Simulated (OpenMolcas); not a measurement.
# GeF3 (SMILES [F][Ge]([F])[F]): UHF/ANO-S-VDZP (Cholesky decomposition, PCM chloroform)

What is the vertical ionisation energy of GeF3 at UHF/ANO-S-VDZP (Cholesky decomposition, PCM chloroform)? 

The calculation is run with OpenMolcas 26.06.

5 further runs of the same task are left out: 2 that didn't finish, 3 set aside as unsound or not needed.

## (1) The system as given

GeF3 has 4 atoms, charge 0, and is taken as a doublet. As SMILES, `[F][Ge]([F])[F]`. Geometry: relaxed at PBE0-D4/def2-TZVP.

Bond lengths: F1–Ge2 1.721 Å, Ge2–F3 1.721 Å, Ge2–F4 1.721 Å. Angles: F1–Ge2–F3 106.5°, F1–Ge2–F4 106.5°, F3–Ge2–F4 106.5°.

## (2) The charge distribution at UHF/ANO-S-VDZP (Cholesky decomposition, PCM chloroform)

Input file struct.xyz:

```xyz
4

F      0.773000    -0.481700     1.324200
Ge     0.320400    -0.234700    -0.317300
F     -1.293100    -0.812000    -0.471700
F      0.255200     1.468100    -0.555500
```

Input file run.input:

```
&gateway
  coord = struct.xyz
  basis = ANO-S-VDZP
  group = NoSym
  rf-input
  PCM-Model
  Solvent=chloroform
  End of RF-Input

&seward
  high

&scf
  uhf
  spin = 2
  prorbitals = 1 2
```

Started as:

```
export MOLCAS_MEM=1860
pymolcas run.input > run.log
```

Log:

```text
--- Start Module: gateway ---
[...]
--- Stop Module: gateway /rc=_RC_ALL_IS_WELL_ ---
--- Start Module: seward ---
[...]
      Basis functions           69
--- Stop Module: seward /rc=_RC_ALL_IS_WELL_ ---
[...]
--- Start Module: scf ---
[...]
       Convergence after  14 Iterations
[...]
::    Total SCF energy                              -2373.8535633282
[...]
      Total spin, S                                     0.5025680107
[...]
      Total electronic charge=   59.000000
      Total            charge=   -0.000000
[...]
      Dipole Moment (debye):
      Origin of the operator (angstrom)=    0.1425   -0.1072   -0.1361
                   X=  2.0645E+00               Y= -1.4793E+00               Z= -2.1022E+00           Total=  3.2969E+00
      Quadrupole Moment (debye*angstrom):
[...]
--- Stop Module: scf /rc=_RC_ALL_IS_WELL_ ---
[...]
```

Run time: 16 s. Hardware: 1 thread of Arm Neoverse V2, shared host.

Atomic charges (e):

| atom | Mulliken | program's own |
| --- | --- | --- |
| F1 | -0.552 | -0.561 |
| Ge2 | +1.657 | +1.682 |
| F3 | -0.552 | -0.561 |
| F4 | -0.552 | -0.561 |

## (3) The singlet cation at the same level

struct.xyz is that of step 2.

Input file run.inp:

```
&GATEWAY
Coord=struct.xyz
Basis=ANO-S-VDZP
Group=NoSym
RF-Input
PCM-Model
Solvent=chloroform
End of RF-Input
&SEWARD
High
&SCF
Charge=1
PrOrbitals=1 2
&LOCALISATION
Cholesky
```

Started as:

```
export MOLCAS_MEM=1860
pymolcas run.inp > run.log
```

Log:

```text
--- Start Module: gateway ---
[...]
--- Stop Module: gateway /rc=_RC_ALL_IS_WELL_ ---
[...]
      Basis functions           69
[...]
--- Start Module: scf ---
[...]
       Convergence after  13 Iterations
[...]
::    Total SCF energy                              -2373.5139678130
[...]
      Total spin, S                                     0.0000000000
[...]
      Total electronic charge=   58.000000
      Total            charge=    1.000000
[...]
      Dipole Moment (debye):
      Origin of the operator (angstrom)=    0.1425   -0.1072   -0.1361
                   X=  3.6675E+00               Y= -2.6275E+00               Z= -3.7356E+00           Total=  5.8574E+00
      Center of Charge (angstrom)
[...]
--- Stop Module: scf /rc=_RC_ALL_IS_WELL_ ---
[...]
--- Start Module: localisation ---
[...]
--- Stop Module: localisation /rc=_RC_ALL_IS_WELL_ ---
[...]
```

It took 14 s on 1 thread of Arm Neoverse V2, shared host.

Atomic charges (e):

| atom | Mulliken | program's own |
| --- | --- | --- |
| F1 | -0.404 | -0.433 |
| Ge2 | +2.211 | +2.298 |
| F3 | -0.404 | -0.433 |
| F4 | -0.404 | -0.433 |

## (4) Summary of results

At UHF/ANO-S-VDZP (Cholesky decomposition, PCM chloroform):

| quantity | value |
| --- | --- |
| doublet GeF3: total energy | -2373.85356 Eh |
| doublet GeF3: dipole moment | 3.30 D |
| doublet GeF3: HOMO energy (highest over α and β) | -12.34 eV |
| doublet GeF3: LUMO energy (lowest over α and β) | -0.66 eV |
| doublet GeF3: ⟨S²⟩ | 0.755 |
| singlet cation: total energy | -2373.51397 Eh |
| singlet cation: HOMO energy | -20.95 eV |
| singlet cation: LUMO energy | -6.10 eV |
| singlet cation: HOMO–LUMO gap | 14.85 eV |
| vertical ionisation energy (to the singlet cation) | 9.241 eV |

In words: Removing an electron at fixed nuclei costs 9.24 eV (892 kJ/mol). The continuum is in equilibrium with both charges, so this lies below a true vertical value in solution, where the slow polarisation stays frozen. Only the singlet of the ionised species was computed; a triplet could lie lower.
